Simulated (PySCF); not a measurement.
# LaOF: a change of charge

How does LaOF respond at fixed geometry? The runs cover a change of charge. The structure is generated, not taken from experiment.

Program: PySCF 2.14.0. Level of theory: PBE0, La def2-SVP with ECP46, O def2-SVP, F def2-SVP; scalar-relativistic core potentials, no spin–orbit coupling. These are calculated values, not measurements.

1 further run of the same task is left out (for a known fault of the program).

## (1) The starting structure

3 atoms, charge 0, spin multiplicity 1.

Bond lengths: La1–O2 1.941 Å, La1–F3 2.158 Å. Angles: O2–La1–F3 110.1°.

Geometry (Å):

```
La    0.03905    0.00000   -0.39558
O     1.61633    0.00000    0.73529
F    -1.74374    0.00000    0.82042
```

Formal oxidation states: La +3. An earlier session relaxed this geometry at PBE0, La def2-SVP with ECP46, O def2-SVP, F def2-SVP (singlet, point group Cs).

Its energy there is -206.429173 Eh.

## (2) One electron removed, multiplicity 2

Contents of run.py (the lines that set the calculation):

```python
mol = gto.M(atom='''
La     0.03905     0.00000    -0.39558
O      1.61633     0.00000     0.73529
F     -1.74374     0.00000     0.82042''',
    basis={'La': 'def2-SVP', 'O': 'def2-SVP', 'F': 'def2-SVP'},
    ecp={'La': 'def2-SVP'},
    charge=1, spin=1)
mf = dft.UKS(mol, xc='PBE0')
mf.grids.atom_grid = (50, 194)  # f atoms: unpruned, at least (60, 302)
mf = mf.density_fit()  # fitting sets: La def2-universal-JKFIT, O def2-universal-JKFIT, F def2-universal-JKFIT
mf.conv_tol = 1e-08; mf.max_cycle = 55
mf.kernel(dm0)  # dm0: the density of the relaxed state
```

Run with:

```bash
$ OMP_NUM_THREADS=2 python run.py
```

What it wrote:

```text
init E= -206.440693041265
  HOMO = -0.235833770956  LUMO = -0.223577548761  gap/eV = 0.33351
cycle= 1 E= -206.016944111068  delta_E= 0.424  |g|= 0.438  |ddm|= 0.819
  HOMO = -0.543151108396  LUMO = -0.52807341345  gap/eV = 0.41028
cycle= 2 E= -205.227567904435  delta_E= 0.789  |g|= 1.32  |ddm|= 1.25
  HOMO = -0.571252181105  LUMO = -0.450607694961  gap/eV = 3.28290
cycle= 3 E= -206.070481487237  delta_E= -0.843  |g|= 0.342  |ddm|= 1.11
  HOMO = -0.537995250675  LUMO = -0.417506526976  gap/eV = 3.27867
cycle= 4 E= -206.112455111171  delta_E= -0.042  |g|= 0.0641  |ddm|= 0.232
  HOMO = -0.539525046393  LUMO = -0.397375545804  gap/eV = 3.86808
cycle= 5 E= -206.114877985894  delta_E= -0.00242  |g|= 0.0226  |ddm|= 0.089
  HOMO = -0.541212465774  LUMO = -0.395514006626  gap/eV = 3.96466
cycle= 6 E= -206.11519648306  delta_E= -0.000318  |g|= 0.00884  |ddm|= 0.032
  HOMO = -0.541976054252  LUMO = -0.394590291586  gap/eV = 4.01057
cycle= 7 E= -206.115273926294  delta_E= -7.74e-05  |g|= 0.00355  |ddm|= 0.0176
  HOMO = -0.542068579343  LUMO = -0.394564955205  gap/eV = 4.01378
cycle= 8 E= -206.115283678784  delta_E= -9.75e-06  |g|= 0.000964  |ddm|= 0.00598
  HOMO = -0.542024006142  LUMO = -0.394588517297  gap/eV = 4.01192
cycle= 9 E= -206.115284427802  delta_E= -7.49e-07  |g|= 0.000207  |ddm|= 0.00187
  HOMO = -0.542057547057  LUMO = -0.394603188358  gap/eV = 4.01244
cycle= 10 E= -206.115284458134  delta_E= -3.03e-08  |g|= 3.74e-05  |ddm|= 0.000282
  HOMO = -0.54206027037  LUMO = -0.394602530402  gap/eV = 4.01253
cycle= 11 E= -206.115284462628  delta_E= -4.49e-09  |g|= 2.16e-05  |ddm|= 0.00014
  HOMO = -0.542059000167  LUMO = -0.394601008429  gap/eV = 4.01254
Extra cycle  E= -206.115284464976  delta_E= -2.35e-09  |g|= 2.31e-05  |ddm|= 9.41e-05
converged SCF energy = -206.115284464976  <S^2> = 0.75546869  2S+1 = 2.0054612
```

It took 1.3 s on 2 threads of Intel Xeon 6975P-C (Granite Rapids), shared host.

It gives: E = -206.115284 Eh (+8.541 eV from the relaxed state), HOMO -14.75 eV, LUMO -10.74 eV (over both spins), ⟨S²⟩ = 0.755, Mulliken charge on La1 +1.50 e. 

## (3) One electron added, multiplicity 2

Changes to run.py (the lines that set the calculation) since step 2:

```diff
@@ -6,3 +6,3 @@
     ecp={'La': 'def2-SVP'},
-    charge=1, spin=1)
+    charge=-1, spin=1)
 mf = dft.UKS(mol, xc='PBE0')
```

Run with:

```bash
$ OMP_NUM_THREADS=2 python run.py
```

What it wrote:

```text
init E= -206.439158777685
  HOMO = -0.0711266436947  LUMO = -0.0688570512897  gap/eV = 0.06176
cycle= 1 E= -206.445526120832  delta_E= -0.00637  |g|= 0.0928  |ddm|= 1.09
  HOMO = 0.0358890144897  LUMO = 0.0976632224011  gap/eV = 1.68096
cycle= 2 E= -206.449889359855  delta_E= -0.00436  |g|= 0.124  |ddm|= 0.902
  HOMO = 0.0242783163031  LUMO = 0.0860332186061  gap/eV = 1.68044
cycle= 3 E= -206.455939093672  delta_E= -0.00605  |g|= 0.0755  |ddm|= 0.173
  HOMO = 0.0192177931348  LUMO = 0.0803764348832  gap/eV = 1.66421
cycle= 4 E= -206.458269340376  delta_E= -0.00233  |g|= 0.0152  |ddm|= 0.0657
  HOMO = 0.0175473754731  LUMO = 0.0784653274644  gap/eV = 1.65766
cycle= 5 E= -206.458370193801  delta_E= -0.000101  |g|= 0.00996  |ddm|= 0.0381
  HOMO = 0.0163731009939  LUMO = 0.077128053419  gap/eV = 1.65323
cycle= 6 E= -206.458434992486  delta_E= -6.48e-05  |g|= 0.00171  |ddm|= 0.0359
  HOMO = 0.0163805484679  LUMO = 0.0770919177235  gap/eV = 1.65204
cycle= 7 E= -206.458442677278  delta_E= -7.68e-06  |g|= 0.000622  |ddm|= 0.0154
  HOMO = 0.0164098261876  LUMO = 0.0771274530211  gap/eV = 1.65221
cycle= 8 E= -206.458443463872  delta_E= -7.87e-07  |g|= 0.00025  |ddm|= 0.00312
  HOMO = 0.0164264324573  LUMO = 0.0771706092662  gap/eV = 1.65293
cycle= 9 E= -206.458443589346  delta_E= -1.25e-07  |g|= 8.81e-05  |ddm|= 0.00135
  HOMO = 0.0164309239299  LUMO = 0.0771886622611  gap/eV = 1.65330
cycle= 10 E= -206.458443607173  delta_E= -1.78e-08  |g|= 2.35e-05  |ddm|= 0.000709
  HOMO = 0.0164301425178  LUMO = 0.0771907854703  gap/eV = 1.65338
cycle= 11 E= -206.458443609112  delta_E= -1.94e-09  |g|= 9.23e-06  |ddm|= 0.000196
  HOMO = 0.0164299300242  LUMO = 0.0771901987825  gap/eV = 1.65337
Extra cycle  E= -206.458443609296  delta_E= -1.83e-10  |g|= 8.54e-06  |ddm|= 5.25e-05
converged SCF energy = -206.458443609296  <S^2> = 0.750922  2S+1 = 2.0009218
```

Run time: 1.2 s. Hardware: 2 threads of Intel Xeon 6975P-C (Granite Rapids), shared host.

It gives: E = -206.458444 Eh (-0.796 eV from the relaxed state), HOMO 0.45 eV, LUMO 2.10 eV (over both spins), ⟨S²⟩ = 0.751, Mulliken charge on La1 -0.04 e. The highest filled level lies above zero; it isn't the detachment energy.

## (4) Results

| state | energy from the relaxed state (eV) | ⟨S²⟩ | time |
| --- | --- | --- | --- |
| charge 0, singlet, vacuum (relaxed) | 0 | 0.00 |  |
| charge -1, doublet, vacuum | -0.80 | 0.75 | 1.2 s |
| charge +1, doublet, vacuum | 8.54 | 0.76 | 1.3 s |

An electron taken off or put on is at rest in vacuum. 

Removing an electron vertically costs 8.54 eV (doublet), against −HOMO = 6.43 eV. Adding an electron vertically releases 0.80 eV (doublet). These are double-zeta-type bases without diffuse functions. Spin–orbit coupling is left out.
